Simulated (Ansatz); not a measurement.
# Si4GeH12: basis-set convergence

The task here is to estimate one member of a computed series from the others.

Computed with Ansatz 0.2.0, Gaussian basis. Level: one geometry, several basis sets.

Plan: PBE0-D4/def2-SVP; ωB97M-V/def2-SVP; PBE0-D4/def2-QZVPP; ωB97M-V/def2-QZVPP; the functionals' def2-TZVPP values are taken from earlier runs.

**The relaxed structure**

An earlier PBE0-D4 in a triple-zeta def2 set relaxation fixed the geometry.

17 atoms, charge 0, spin multiplicity 1.

Atoms are counted from 1 here; the program's logs count them from 0.

Bond lengths: Si1–Si2 2.337 Å, Si1–H6 1.488 Å, Si1–H7 1.488 Å, Si1–H8 1.488 Å, Si2–Ge3 2.382 Å, Si2–H9 1.490 Å, Si2–H10 1.490 Å, Ge3–Si4 2.382 Å, Ge3–H11 1.540 Å, Ge3–H12 1.540 Å, Si4–Si5 2.337 Å, Si4–H13 1.490 Å, Si4–H14 1.490 Å, Si5–H15 1.488 Å, Si5–H16 1.488 Å, Si5–H17 1.488 Å. Angles: Si2–Si1–H6 109.8°, Si2–Si1–H7 111.6°, Si2–Si1–H8 109.4°, H6–Si1–H7 108.8°, H6–Si1–H8 108.4°, H7–Si1–H8 108.7°, Si1–Si2–Ge3 109.3°, Si1–Si2–H9 110.4°, Si1–Si2–H10 109.5°, Ge3–Si2–H9 110.7°, Ge3–Si2–H10 108.7°, H9–Si2–H10 108.3°, Si2–Ge3–Si4 109.0°, Si2–Ge3–H11 110.2°, Si2–Ge3–H12 109.7°, Si4–Ge3–H11 109.8°, Si4–Ge3–H12 110.2°, H11–Ge3–H12 107.9° and more.

Set-up of the first run:

The input, in.yaml:

```yaml
crystal:
  periodic: [false, false, false]
  atoms:
    - {symbol: Si, position_ang: [0.418077, -2.409290, 1.064819]}
    - {symbol: Si, position_ang: [1.813482, -0.587377, 0.625256]}
    - {symbol: Ge, position_ang: [1.162884, 0.424839, -1.430778]}
    - {symbol: Si, position_ang: [-1.186988, 0.814756, -1.394005]}
    - {symbol: Si, position_ang: [-1.757872, 1.921682, 0.582939]}
    - {symbol: H, position_ang: [0.512475, -3.395069, -0.045611]}
    - {symbol: H, position_ang: [0.783674, -3.085386, 2.338451]}
    - {symbol: H, position_ang: [-0.991182, -1.941099, 1.159727]}
    - {symbol: H, position_ang: [3.236075, -1.025476, 0.569095]}
    - {symbol: H, position_ang: [1.676635, 0.418180, 1.715776]}
    - {symbol: H, position_ang: [1.909110, 1.757969, -1.627725]}
    - {symbol: H, position_ang: [1.529341, -0.502287, -2.605155]}
    - {symbol: H, position_ang: [-1.887312, -0.498990, -1.447591]}
    - {symbol: H, position_ang: [-1.606417, 1.616604, -2.577194]}
    - {symbol: H, position_ang: [-1.358316, 1.088512, 1.749248]}
    - {symbol: H, position_ang: [-3.220109, 2.183499, 0.661493]}
    - {symbol: H, position_ang: [-1.033558, 3.218944, 0.661265]}
basis:
  gaussian: {orbitals: def2-SVP}
hamiltonian: {xc: pbe0, dispersion: d4}
output: {orbitals: {seedname: orbitals}}
```

Among the steps run: PBE0-D4 in def2-SVP; ωB97M-V in def2-SVP; PBE0-D4 in def2-QZVPP; ωB97M-V in def2-QZVPP.

One table of the session follows, with a row left open; its other results are not shown here.

It belongs to the step «Functionals by basis». 

```
functional       basis  HOMO (eV)  LUMO (eV)
   PBE0-D4    def2-SVP      -7.85      -0.14
   PBE0-D4  def2-TZVPP          ?          ?
   PBE0-D4  def2-QZVPP      -7.78      -0.44
   ωB97M-V    def2-SVP      -9.74       1.68
   ωB97M-V  def2-TZVPP      -9.72       1.31
   ωB97M-V  def2-QZVPP      -9.71       1.00
```

Q: Estimate the row for PBE0-D4, def2-TZVPP from the others.

As computed: HOMO (eV): -7.79; LUMO (eV): -0.34. In the column «HOMO (eV)» it lies between PBE0-D4, def2-SVP (-7.85) and PBE0-D4, def2-QZVPP (-7.78).
